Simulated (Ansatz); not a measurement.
**Cr: strong compression**

An exercise on one series of results from a longer session: the logs are not shown, and one member is left open.

Method: DFT PBE, with the methods named in each step, in Ansatz 0.2.0.

1 further run of the same task is left out (it didn't finish).

## The starting structure

Symmetry: Im-3m, No. 229, cubic system. Conventional cell: a = 2.865 Å, b = 2.865 Å, c = 2.865 Å, α = 90.00°, β = 90.00°, γ = 90.00°. Cr (site symmetry m-3m) is surrounded by 8 Cr at 2.48 Å.

Structure file:

```xyz
1
Lattice="-1.4327 1.4327 1.4327 1.4327 -1.4327 1.4327 1.4327 1.4327 -1.4327" Properties=species:S:1:pos:R:3 pbc="T T T"
Cr    0.0000    0.0000    0.0000
```

Whether this phase is the stable one at these pressures isn't tested.

Set-up of the first run:

input.yaml

```yaml
crystal:
  lattice:
    - [-1.4326509582, 1.4326509582, 1.4326509582]
    - [1.4326509582, -1.4326509582, 1.4326509582]
    - [1.4326509582, 1.4326509582, -1.4326509582]
  atoms:
    - { symbol: Cr, position: [0.0, 0.0, 0.0] }
kpoints:
  mp_grid: { grid: [21, 21, 21] }
scf:
  occupations: { method: fermi_dirac, width: 0.08 }
hamiltonian:
  xc: pbe
  pseudopotentials: { kind: paw }
output:
  forces: true
  stress: true
  write_density: true
  write_potential: true
  elf: true
  volumetric_format: npy
relax:
  f_tol: 0.005
  max_steps: 40
  cell: {}
```

Command:

```sh
> ansatz run input.yaml --threads 1 --pin off --max-ram 2048MiB --backend cpu --events-out ev --progress --plain --runs-dir out
```

Among the steps run: Cell relaxed at zero pressure, PAW; Volume scaled by 1, PAW; Volume scaled by 0.95, PAW; Volume scaled by 0.85, PAW; Volume scaled by 0.75, PAW; Volume scaled by 0.75, PAW (level accurate); Volume scaled by 0.65, PAW; Volume scaled by 0.55, PAW; Volume scaled by 0.45, PAW; Volume scaled by 0.4, PAW; Volume scaled by 0.4, PAW (level accurate).

One of the session's tables, all rows but one given; the rest of the session is left out.

```
              method  volume over the first  volume (Å³/atom)  pressure (GPa)
                 PAW                      1            11.556            0.02
                 PAW                   0.95            10.978           14.74
                 PAW                   0.85             9.823           58.65
                 PAW                   0.75             8.667          133.85
                 PAW                   0.65             7.512          265.27
                 PAW                   0.55                 ?               ?
                 PAW                   0.45             5.200          960.11
                 PAW                    0.4             4.622         1343.65
PAW (level accurate)                   0.75             8.667          133.89
PAW (level accurate)                    0.4             4.622         1368.99
```

Q: Estimate the row for PAW, 0.55 from the others.

The run gave: volume (Å³/atom): 6.356; pressure (GPa): 503.37. In the column «volume (Å³/atom)» it lies between PAW, 0.45 (5.200) and PAW, 0.65 (7.512).

Caveats from the session: Spin polarisation is left out here, though a magnetic state may lie well lower.
